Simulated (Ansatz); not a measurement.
# One shape, several levels: doublet C2H4FGa+

Aim: a comparison of 6 runs (UHF/3-21G, UB3LYP/6-31G*, U-r2SCAN/cc-pVDZ, UBHLYP/cc-pVDZ, UPBE0/cc-pVDZ, RPA@PBE0/cc-pVDZ) of doublet C2H4FGa+. 

The results are computed with Ansatz 0.2.0.

67 further runs of the same task are left out: 2 that didn't finish, 65 set aside as unsound or not needed.

### 1 The structure to begin with

The species is C2H4FGa+ (8 atoms), meant as a doublet with charge +1. As SMILES of the parent species, `C=[CH][GaH][F]`. The coordinates come from a PBE0-D4/def2-TZVP relaxation. That shape belongs to the parent species and isn't relaxed for this state.

Bond lengths: C1–C2 1.332 Å, C2–Ga3 1.936 Å, Ga3–F4 1.763 Å, C1–H5 1.088 Å, C1–H6 1.088 Å, C2–H7 1.087 Å, Ga3–H8 1.557 Å. Angles: C1–C2–Ga3 120.9°, C2–Ga3–F4 115.4°, C1–C2–H7 118.8°, Ga3–C2–H7 120.3°, C2–C1–H5 122.2°, C2–C1–H6 122.3°, C2–Ga3–H8 129.9°, F4–Ga3–H8 114.7°, H5–C1–H6 115.5°.

### 2 The energy at UHF/3-21G (run 1)

Input file in.yaml:

```yaml
crystal:
  periodic: [false, false, false]
  atoms:
    - symbol: C
      position_ang: [-0.837100, 1.175400, 0.060900]
    - symbol: C
      position_ang: [0.342600, 0.569500, -0.065000]
    - symbol: Ga
      position_ang: [0.481700, -1.360200, -0.007600]
    - symbol: F
      position_ang: [2.110500, -2.006100, -0.199600]
    - symbol: H
      position_ang: [-1.762100, 0.620500, 0.200100]
    - symbol: H
      position_ang: [-0.941100, 2.257800, 0.031600]
    - symbol: H
      position_ang: [1.232300, 1.179600, -0.202300]
    - symbol: H
      position_ang: [-0.626900, -2.436700, 0.182000]
basis:
  gaussian:
    orbitals: 3-21G-spherical.json
total_charge: 1
magnetization:
  spin_polarized: true
  initial_magnetization: 1
hamiltonian:
  xc: hf
accuracy: high
output: {orbitals: {seedname: orbitals}}
```

The basis set 3-21G is read from a file made from the Basis Set Exchange's data (not shown).

Command:

```console
$ ansatz run in.yaml --threads 1 --pin off --max-ram 3480MiB --events-out events.jsonl --progress --plain --runs-dir runs
```

Standard output:

```text
Warning: RAYON_NUM_THREADS=1 ignored (pool sized by the plan → 1); use --threads N
Functional definition: HF
  name "HF"
  exchange = exact_x
  correlation = 0
1151 factors; integrals over basis functions are off by at most 1.2e-8 eV
mean field evaluation 1: about -56866.9053 eV, gradient 3.8e1 eV
mean field evaluation 2: about -56866.9154 eV, gradient 3.8e1 eV
mean field evaluation 4: about -56872.5998 eV, gradient 3.2e0 eV
mean field evaluation 8: about -56872.8133 eV, gradient 4.7e-1 eV
mean field evaluation 16: about -56872.8629 eV, gradient 5.4e-5 eV
mean field evaluation 32: about -56873.6100 eV, gradient 8.8e-6 eV
mean field evaluation 64: about -56872.2487 eV, gradient 3.0e-1 eV
mean field evaluation 96: about -56873.5524 eV, gradient 5.9e-1 eV
mean field evaluation 128: about -56872.8756 eV, gradient 5.3e-1 eV
mean field evaluation 160: about -56872.7572 eV, gradient 7.2e-1 eV
mean field -56873.60996872 eV, -2090.0666160329 hartree, gradient 4.9e-8 eV, S^2 0.753581; 2 other end points of the search recorded, 0 dependent functions left out
reference -56873.60996872 eV, -2090.0666160329 hartree; 28, 27 occupied and 29, 30 virtual orbitals, 1151 factors
Total energy: -56873.60996872 eV, -2090.0666160329 hartree
```

It took 5.7 s on 1 thread of Arm Neoverse V1, shared host; peak memory 0.17 GiB.

### 3 The energy at UB3LYP/6-31G(d) (Cartesian functions) (run 2)

Input file job.yaml:

```yaml
crystal:
  periodic: [false, false, false]
  atoms:
    - {symbol: C, position_ang: [-0.837100, 1.175400, 0.060900]}
    - {symbol: C, position_ang: [0.342600, 0.569500, -0.065000]}
    - {symbol: Ga, position_ang: [0.481700, -1.360200, -0.007600]}
    - {symbol: F, position_ang: [2.110500, -2.006100, -0.199600]}
    - {symbol: H, position_ang: [-1.762100, 0.620500, 0.200100]}
    - {symbol: H, position_ang: [-0.941100, 2.257800, 0.031600]}
    - {symbol: H, position_ang: [1.232300, 1.179600, -0.202300]}
    - {symbol: H, position_ang: [-0.626900, -2.436700, 0.182000]}
basis:
  gaussian: {orbitals: "6-31G*"}
total_charge: 1
magnetization: {spin_polarized: true, initial_magnetization: 1}
hamiltonian: {xc: {name: B3LYP}}
accuracy: high
output: {orbitals: {seedname: orbitals}}
```

Command:

```console
$ ansatz run job.yaml --threads 1 --pin off --max-ram 3480MiB --events-out events.jsonl --progress --plain --runs-dir runs
```

Standard output:

```text
Warning: RAYON_NUM_THREADS=1 ignored (pool sized by the plan → 1); use --threads N
Functional definition: B3LYP
  name "B3LYP"
  parameter a0 = 0.2
  parameter ax = 0.72
  parameter ac = 0.81
  exchange = (1 - a0 - ax)*slater_x + ax*b88_x + a0*exact_x
  correlation = (1 - ac)*vwn_rpa_c + ac*lyp_c
1864 factors; integrals over basis functions are off by at most 5.6e-9 eV
mean field evaluation 1: about -57200.1860 eV, gradient 6.4e1 eV
mean field evaluation 2: about -57068.6323 eV, gradient 1.8e2 eV
mean field evaluation 4: about -57213.5472 eV, gradient 2.8e1 eV
mean field evaluation 8: about -57217.5651 eV, gradient 1.1e0 eV
mean field evaluation 16: about -57217.7240 eV, gradient 1.2e-1 eV
mean field evaluation 32: about -57217.7245 eV, gradient 1.4e-5 eV
mean field evaluation 64: about -57217.7033 eV, gradient 7.4e-1 eV
mean field -57217.72448490 eV, -2102.7125912535 hartree, gradient 3.9e-8 eV, S^2 0.758164; 3 other end points of the search recorded, 0 dependent functions left out
reference -57217.72452679 eV, -2102.7125927928 hartree; 28, 27 occupied and 60, 61 virtual orbitals, 1864 factors
Total energy: -57217.72452679 eV, -2102.7125927928 hartree
```

It took 41 s on 1 thread of Arm Neoverse V1, shared host; peak memory 0.45 GiB.

Runs 3 to 4 aren't shown in full; the table further down has their settings and results.

### 4 A single-point energy at UPBE0/cc-pVDZ (run 5)

Input file run.yaml:

```yaml
crystal:
  periodic: [false, false, false]
  atoms:
    - {symbol: C, position_ang: [-0.837100, 1.175400, 0.060900]}
    - {symbol: C, position_ang: [0.342600, 0.569500, -0.065000]}
    - {symbol: Ga, position_ang: [0.481700, -1.360200, -0.007600]}
    - {symbol: F, position_ang: [2.110500, -2.006100, -0.199600]}
    - {symbol: H, position_ang: [-1.762100, 0.620500, 0.200100]}
    - {symbol: H, position_ang: [-0.941100, 2.257800, 0.031600]}
    - {symbol: H, position_ang: [1.232300, 1.179600, -0.202300]}
    - {symbol: H, position_ang: [-0.626900, -2.436700, 0.182000]}
basis:
  gaussian: {orbitals: cc-pVDZ}
total_charge: 1
magnetization: {spin_polarized: true, initial_magnetization: 1}
hamiltonian: {xc: pbe0}
accuracy: high
output: {orbitals: {seedname: orbitals}}
```

Command:

```console
$ ansatz run run.yaml --threads 1 --pin off --max-ram 3480MiB --events-out events.jsonl --progress --plain --runs-dir runs
```

Standard output:

```text
Warning: RAYON_NUM_THREADS=1 ignored (pool sized by the plan → 1); use --threads N
Functional definition: PBE0
  name "PBE0"
  parameter a = 0.25
  parameter kappa = 0.804
  parameter beta = 0.06672455060314922
  exchange = (1 - a)*pbe_x(kappa = kappa, mu = beta*pi^2/3) + a*exact_x
  correlation = pbe_c(beta = beta)
2036 factors; integrals over basis functions are off by at most 4.6e-9 eV
mean field evaluation 1: about -57194.7020 eV, gradient 5.9e1 eV
mean field evaluation 2: about -57102.9830 eV, gradient 1.5e2 eV
mean field evaluation 4: about -57207.6982 eV, gradient 2.2e1 eV
mean field evaluation 8: about -57210.7434 eV, gradient 1.0e0 eV
mean field evaluation 16: about -57210.8851 eV, gradient 3.0e-2 eV
mean field evaluation 32: about -57210.8998 eV, gradient 5.8e-8 eV
mean field -57210.89975824 eV, -2102.4617871748 hartree, gradient 2.3e-8 eV, S^2 0.759972; 2 other end points of the search recorded, 0 dependent functions left out
reference -57210.89976132 eV, -2102.4617872880 hartree; 28, 27 occupied and 61, 62 virtual orbitals, 2036 factors
Total energy: -57210.89976132 eV, -2102.4617872880 hartree
```

Run time: 52 s. Hardware: 1 thread of Arm Neoverse V1, shared host; peak memory 0.47 GiB.

### 5 A single-point energy at RPA@PBE0/cc-pVDZ (run 6)

Input file molecule.yaml:

```yaml
basis:
  gaussian: {orbitals: cc-pVDZ}
crystal:
  periodic: [false, false, false]
  atoms:
    - symbol: C
      position_ang: [-0.837100, 1.175400, 0.060900]
    - symbol: C
      position_ang: [0.342600, 0.569500, -0.065000]
    - symbol: Ga
      position_ang: [0.481700, -1.360200, -0.007600]
    - symbol: F
      position_ang: [2.110500, -2.006100, -0.199600]
    - symbol: H
      position_ang: [-1.762100, 0.620500, 0.200100]
    - symbol: H
      position_ang: [-0.941100, 2.257800, 0.031600]
    - symbol: H
      position_ang: [1.232300, 1.179600, -0.202300]
    - symbol: H
      position_ang: [-0.626900, -2.436700, 0.182000]
total_charge: 1
magnetization: {spin_polarized: true, initial_magnetization: 1}
hamiltonian: {xc: {name: PBE0}}
correlation: {method: rpa, frozen_orbitals: {C: 1, F: 1, Ga: 9, H: 0}}
accuracy: high
```

Command:

```console
$ ansatz run molecule.yaml --threads 1 --pin off --max-ram 3480MiB --events-out events.jsonl --progress --plain --runs-dir runs
```

Standard output, shortened:

```text
Warning: RAYON_NUM_THREADS=1 ignored (pool sized by the plan → 1); use --threads N
Functional definition: PBE0
  name "PBE0"
[...]
2036 factors; integrals over basis functions are off by at most 4.6e-9 eV
[...]
mean field -57210.89975824 eV, -2102.4617871748 hartree, gradient 2.3e-8 eV, S^2 0.759972; 2 other end points of the search recorded, 0 dependent functions left out
12 core orbitals not correlated: weight in the atoms' cores, before any rotation towards them, 1.000 or more for the frozen orbitals, at most 0.000 for the correlated occupied ones
reference -57152.82459709 eV, -2100.3275643673 hartree; 16, 15 occupied and 61, 62 virtual orbitals, 2036 factors
Total energy: -57174.15305298 eV, -2101.1113706642 hartree
```

Run time: 63 s. Hardware: 1 thread of Arm Neoverse V1, shared host; peak memory 0.68 GiB.

### 6 Overview of the runs

| run | level | Cartesian functions | frozen core orbitals | energy (Eh) | HOMO energy (eV) | LUMO energy (eV) | ⟨S²⟩ | wall time |
| --- | --- | --- | --- | --- | --- | --- | --- | --- |
| 1 | UHF/3-21G | no | – | -2090.066616 | -17.33 | -8.22 | 0.754 | 5.7 s |
| 2 | UB3LYP/6-31G* (Cartesian functions) | yes | – | -2102.712593 | -14.37 | -12.78 | 0.758 | 41 s |
| 3 | U-r2SCAN/cc-pVDZ | no | – | -2102.813385 | -13.78 | -13.23 | 0.760 | 77 s |
| 4 | UBHLYP/cc-pVDZ | no | – | -2102.798549 | -15.48 | -11.71 | 0.752 | 35 s |
| 5 | UPBE0/cc-pVDZ | no | – | -2102.461787 | -14.70 | -12.67 | 0.760 | 52 s |
| 6 | RPA@PBE0/cc-pVDZ | no | 12 | -2101.111371 | – | – | 0.760 | 63 s |

### 7 Results

| quantity | value |
| --- | --- |
| run 6: total energy | -2101.11137 Eh |
| run 6: RPA correlation energy (valence) | -783.8 mEh |
| run 6: ⟨S²⟩ of the reference determinant | 0.760 |

**Reading.** Totals of different functionals can't be ranked against each other. All runs together took 4.6 min, the longest 77 s.
